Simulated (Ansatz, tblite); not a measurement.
**(MgO)3 ring (Mg3O3): one state, many levels**

The task here is to estimate one member of a computed series from the others.

Method: as each input shows; program: Ansatz 0.2.0, Gaussian basis.

Levels to be run: GFN1-xTB, GFN2-xTB, PBE-D4/def2-TZVP, r2SCAN-D4/def2-TZVP, HSE06-D4/def2-TZVP, B97M-V/def2-TZVP, B3LYP-D4/def2-TZVP, LDA/def2-TZVP, revPBE-D4/def2-TZVP, LC-ωPBE/def2-TZVP, r2SCAN0-D4/def2-TZVP, PBE-D4/def2-SVP, PBE0-D4/def2-SVP, HF/STO-3G, HF/6-31G, B3LYP-D4/6-31G, PBE0-D4/def2-TZVPD, PBE-D4/def2-TZVPD, r2SCAN-D4/def2-TZVPD, CCSD(T)/def2-TZVPP, MP2/def2-TZVP, RPA/def2-TZVP.

## The structure

The singlet was relaxed beforehand with PBE0-D4/def2-SVP.

6 atoms, charge 0, spin multiplicity 1.

Bond lengths: Mg1–O2 1.837 Å, Mg1–O6 1.837 Å, O2–Mg3 1.837 Å, Mg3–O4 1.837 Å, O4–Mg5 1.837 Å, Mg5–O6 1.837 Å. Angles: O2–Mg1–O6 132.9°, Mg1–O2–Mg3 107.1°, O2–Mg3–O4 132.9°, Mg3–O4–Mg5 107.1°, O4–Mg5–O6 132.9°, Mg1–O6–Mg5 107.1°.

Coordinates:

```xyz
6

Mg    1.4438    0.2870   -0.8616
O     0.0055    1.2302   -1.5056
Mg   -1.4392    0.7911   -0.4601
O    -1.6460   -0.3276    0.9818
Mg   -0.0045   -1.0782    1.3216
O     1.6405   -0.9025    0.5240
```

PBE0-D4/def2-TZVP was run before; its log isn't repeated, and its numbers join the tables.

The first run:

Tight binding, by tblite at 300 K electronic temperature and without a spin-polarisation term:

```python
tblite.interface.Calculator('GFN1-xTB', numbers, positions, charge=0, uhf=0).singlepoint()
```

Tight binding, by tblite at 300 K electronic temperature and without a spin-polarisation term:

```python
tblite.interface.Calculator('GFN2-xTB', numbers, positions, charge=0, uhf=0).singlepoint()
```

start.molden holds the orbitals of an earlier run on this state, given as this run's starting guess.

Contents of in.yaml:

```yaml
crystal:
  periodic: [false, false, false]
  atoms:
    - {symbol: Mg, position_ang: [1.443772, 0.286979, -0.861553]}
    - {symbol: O, position_ang: [0.005486, 1.230215, -1.505648]}
    - {symbol: Mg, position_ang: [-1.439248, 0.791126, -0.460102]}
    - {symbol: O, position_ang: [-1.645972, -0.327585, 0.981767]}
    - {symbol: Mg, position_ang: [-0.004548, -1.078242, 1.321562]}
    - {symbol: O, position_ang: [1.640500, -0.902492, 0.523974]}
basis:
  gaussian: {orbitals: def2-TZVP, initial_orbitals: start.molden}
hamiltonian: {xc: pbe, dispersion: d4}
scf: {omitted_lower_state_checks: [starts]}
output: {orbitals: {seedname: orbitals}}
```

Launch:

```sh
ansatz run in.yaml --threads 4 --pin off --events-out ev --progress --plain --max-ram 3916MiB
```

Steps of the session up to this table: PBE-D4/def2-TZVP; r2SCAN-D4/def2-TZVP; HSE06-D4/def2-TZVP; B97M-V/def2-TZVP; B3LYP-D4/def2-TZVP; LDA/def2-TZVP; revPBE-D4/def2-TZVP; LC-ωPBE/def2-TZVP; r2SCAN0-D4/def2-TZVP; PBE-D4/def2-SVP; PBE0-D4/def2-SVP; HF/STO-3G; HF/6-31G; B3LYP-D4/6-31G; PBE0-D4/def2-TZVPD; PBE-D4/def2-TZVPD; r2SCAN-D4/def2-TZVPD; CCSD(T)/def2-TZVPP; MP2/def2-TZVP; RPA/def2-TZVP.

One of the session's tables, all rows but one given; the rest of the session is left out.

It belongs to the step «Levels side by side». 

```
               level  HOMO (eV)  LUMO (eV)  gap (eV)
           HF/STO-3G      -3.02       9.29     12.30
            HF/6-31G      -9.88       0.47     10.35
       LDA/def2-TZVP      -5.43      -2.77      2.66
     PBE-D4/def2-SVP      -5.17      -2.64      2.52
    PBE-D4/def2-TZVP      -5.17      -2.59      2.58
   PBE-D4/def2-TZVPD      -5.19      -2.59      2.60
 revPBE-D4/def2-TZVP      -5.06      -2.45      2.60
 r2SCAN-D4/def2-TZVP      -5.35      -2.10      3.25
r2SCAN-D4/def2-TZVPD      -5.34      -2.09      3.25
    B97M-V/def2-TZVP          ?          ?         ?
      B3LYP-D4/6-31G      -6.07      -2.30      3.76
  B3LYP-D4/def2-TZVP      -6.34      -2.19      4.15
    PBE0-D4/def2-SVP      -6.54      -1.90      4.63
   PBE0-D4/def2-TZVP      -6.53      -1.85      4.68
  PBE0-D4/def2-TZVPD      -6.53      -1.85      4.68
r2SCAN0-D4/def2-TZVP      -6.70      -1.56      5.14
  HSE06-D4/def2-TZVP      -6.12      -2.20      3.93
   LC-ωPBE/def2-TZVP      -9.30      -0.08      9.22
```

Estimate the missing values for B97M-V/def2-TZVP.

The run gave: HOMO (eV): -5.38; LUMO (eV): -2.52; gap (eV): 2.86. In the column «HOMO (eV)» it lies between LDA/def2-TZVP (-5.43) and r2SCAN-D4/def2-TZVP (-5.35).
